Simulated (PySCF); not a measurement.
# C7H11N2: the cost of one run

Computed with PySCF 2.14.0, with density-fitted response routines of our own, on a single molecule in the gas phase. Atoms count from 0, in the outputs and in this text.

### Step 1. The molecule as given

20 atoms, charge 1, multiplicity 1; geometry from: GFN2-xTB.

Bonds of the start (Å): C0–C1 1.32, C1–N2 1.41, N2–C3 1.37, C3–C4 1.36, C4–N5 1.36, N5–C6 1.45, C6–C7 1.53, N5–C8 1.33, C8–N2 1.34, C0–H9 1.07, C0–H10 1.08, C1–H11 1.08, C3–H12 1.07, C4–H13 1.07, C6–H14 1.09, C6–H15 1.09, C7–H16 1.09, C7–H17 1.09, C7–H18 1.09, C8–H19 1.07.

### Step 2. Geometry optimisation at PBE0-D3(BJ)/def2-SVP

Job settings and geometry (Å):

```
{"job": {"xc": "PBE0", "basis": "def2-SVP", "d3": "d3bj", "grid": 1, "kind": "geom"}, "charge": 1, "multiplicity": 1}
C     -3.476080     0.110120    -0.294790
C     -2.331420     0.755440    -0.151660
N     -1.080770     0.138980     0.026270
C     -0.796500    -1.198160     0.053430
C      0.543640    -1.321910     0.254240
N      1.062930    -0.066720     0.351920
C      2.463920     0.263390     0.503140
C      3.134520     0.404110    -0.860140
C      0.066530     0.799860     0.206740
H     -4.389900     0.660400    -0.426790
H     -3.561530    -0.962170    -0.287530
H     -2.271340     1.833840    -0.160130
H     -1.539070    -1.958490    -0.068790
H      1.145920    -2.203790     0.336810
H      2.541180     1.198300     1.061490
H      2.941680    -0.531760     1.078200
H      3.056000    -0.519210    -1.428350
H      2.682550     1.209130    -1.434130
H      4.186710     0.631830    -0.720330
H      0.167030     1.867820     0.238250
```

**Question.** How long does this first job take on 8 threads of AMD EPYC 9R45 (Zen 5), shared host?

About 42 s.
